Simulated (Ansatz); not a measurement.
# CaAlO: the cost of one run

Program: Ansatz 0.2.0. Level of theory: DFT PBE, scalar-relativistic, plane waves, PAW. These are calculated values, not measurements.

2 further runs of the same task are left out: 1 that didn't finish, 1 set aside as unsound or not needed.

## (1) The system as given

Symmetry: P4/nmm, No. 129, tetragonal system. The conventional cell has a = 3.628 Å, b = 3.628 Å, c = 6.124 Å, α = 90.00°, β = 90.00°, γ = 90.00°. Ca (site symmetry 4mm) has 4 O at 2.12 Å in its first shell of neighbours. Al (site symmetry 4mm) is surrounded by 5 Ca at 2.79 to 2.82 Å and 4 O at 2.86 Å and 4 Al at 3.09 Å. Around O (site symmetry -4m2) lie 4 Ca at 2.12 Å and 4 Al at 2.86 Å.

Structure file:

```xyz
6
Lattice="3.6283 0.0000 0.0000 0.0000 3.6283 0.0000 0.0000 0.0000 6.1242" Properties=species:S:1:pos:R:3 pbc="T T T"
Ca    0.0000    1.8141    1.1024
Ca    1.8141    0.0000    5.0219
Al    0.0000    1.8141    3.9195
Al    1.8141    0.0000    2.2047
O     0.0000    0.0000    0.0000
O     1.8141    1.8141    0.0000
```

The cell is invented: species swapped into a database cell of NdClO (P4/nmm, No. 129), with Ca on the Nd sites and Al on the Cl sites. The dimensions are guesses.

## (2) The guess as it stands, on a coarse mesh

Contents of input.yaml:

```yaml
crystal:
  lattice:
    - [3.62829131, 0.0, 0.0]
    - [0.0, 3.62829131, 0.0]
    - [0.0, 0.0, 6.12420885]
  atoms:
    - { symbol: Ca, position: [0.0, 0.5, 0.18000001] }
    - { symbol: Ca, position: [0.5, 0.0, 0.81999999] }
    - { symbol: Al, position: [0.0, 0.5, 0.63999999] }
    - { symbol: Al, position: [0.5, 0.0, 0.36000001] }
    - { symbol: O, position: [0.0, 0.0, 0.0] }
    - { symbol: O, position: [0.5, 0.5, 0.0] }
basis:
  ecutwfc: 420
kpoints:
  mp_grid: { grid: [6, 6, 4] }
hamiltonian:
  xc: pbe
scf:
  occupations: { method: gaussian, width: 0.1 }
  lower_state_search: "off"
output:
  forces: true
  stress: true
  eigenvalues: true
```

The run is started by

```console
ansatz run input.yaml --threads 1 --pin off --max-ram 2560MiB --backend cpu --events-out ev --progress --plain --runs-dir out
```

Q: Estimate wall time and peak memory on 1 thread of Intel Xeon at 2.50GHz (Skylake/Cascade Lake), shared host.

About 8.6 s, with a peak of 0.37 GiB.
